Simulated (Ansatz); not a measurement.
Consider cell relaxations under several functionals of HfO2, space group P4_2/nmc (Ansatz's Python interface).

Script `lattice.py`:
```python
"""How the lattice of HfO2 depends on the functional."""

import ansatz as az
from ase import Atoms
import numpy as np

def edges_and_angles(cell):
    cell = np.asarray(cell)
    a, b, c = np.linalg.norm(cell, axis=1)
    cosines = cell[1] @ cell[2] / (b * c), cell[0] @ cell[2] / (a * c), cell[0] @ cell[1] / (a * b)
    return (a, b, c, *np.degrees(np.arccos(cosines)))

atoms = Atoms(
    ["Hf", "Hf", "O", "O", "O", "O"],
    scaled_positions=[
        (0.5, 0.5, 0.5),
        (0.0, 0.0, 0.0),
        (0.0, 0.5, 0.69721),
        (0.5, 0.0, 0.80279),
        (0.5, 0.0, 0.30279),
        (0.0, 0.5, 0.19721),
    ],
    cell=[
        (3.55802, 0.0, 0.0),
        (0.0, 3.55802, 0.0),
        (0.0, 0.0, 5.17186),
    ],
    pbc=True,
)
crystal = az.Crystal.from_ase(atoms)

calc = (
    crystal.calculation()
    .basis(470)
    .kpoints(6, 6, 4)
    .occupations(az.OccupationsMethod.FIXED)
    .relax(cell=True, force_tolerance=0.03, max_steps=40)
)

levels = [("r2scan", "d4"), ("pbe", "d4"), ("rpbe", "none")]
print("level            a       b       c    alpha   beta  gamma  V/atom  steps")
for name, dispersion in levels:
    seen = []
    run = calc.functional(name, dispersion=dispersion).session().plan()
    done = run.execute(on_event=lambda e: seen.append(e) if e["event"] == "relax_step" else None)
    cell = done.lattice.cell_ang
    label = name if dispersion == "none" else f"{name}+{dispersion}"
    print("{:13s} {:7.4f} {:7.4f} {:7.4f} {:6.2f} {:6.2f} {:6.2f}".format(label, *edges_and_angles(cell)), f"{abs(np.linalg.det(cell)) / len(done.lattice.sites):7.3f} {len(seen):5d}")
```

Rank the levels of theory by the volume of the relaxed cell.

From smallest to largest: r2SCAN+D4 (11.03 Å³ an atom, +1.1 % against the start), PBE+D4 (11.21 Å³ an atom, +2.8 % against the start) and RPBE (11.74 Å³ an atom, +7.5 % against the start). The spread is 6.4 % in volume.

The output:

```console
$ python lattice.py
level            a       b       c    alpha   beta  gamma  V/atom  steps
DeckWarning: basis.ecutwfc = 470 eV is below the records' recommended 500 eV, and the density's cutoff is lower with it unless basis.ecutrho_ratio is high enough to keep the records' density cutoff: compare with a run at a higher cutoff
r2scan+d4      3.5712  3.5712  5.1885  90.00  90.00  90.00  11.029     6
pbe+d4         3.5891  3.5891  5.2233  90.00  90.00  90.00  11.214     8
rpbe           3.6296  3.6296  5.3448  90.00  90.00  90.00  11.735    10
```
(Warnings from the package without file and line.)

Caveats:
- The cutoff lies under the one recommended for these potentials in some of the runs.
- Spin is left out of this run.
- This is a high-temperature or high-pressure form, not the ambient phase.
- Spin-orbit coupling, which matters for elements this heavy, is left out.
- The structure comes from a database of computed cells and needn't be a stable or known phase.
- By the engine's processor time: 2.5 min on 1 thread of Intel(R) Xeon(R) Processor @ 2.30GHz (shared host), peak memory 0.71 GiB.
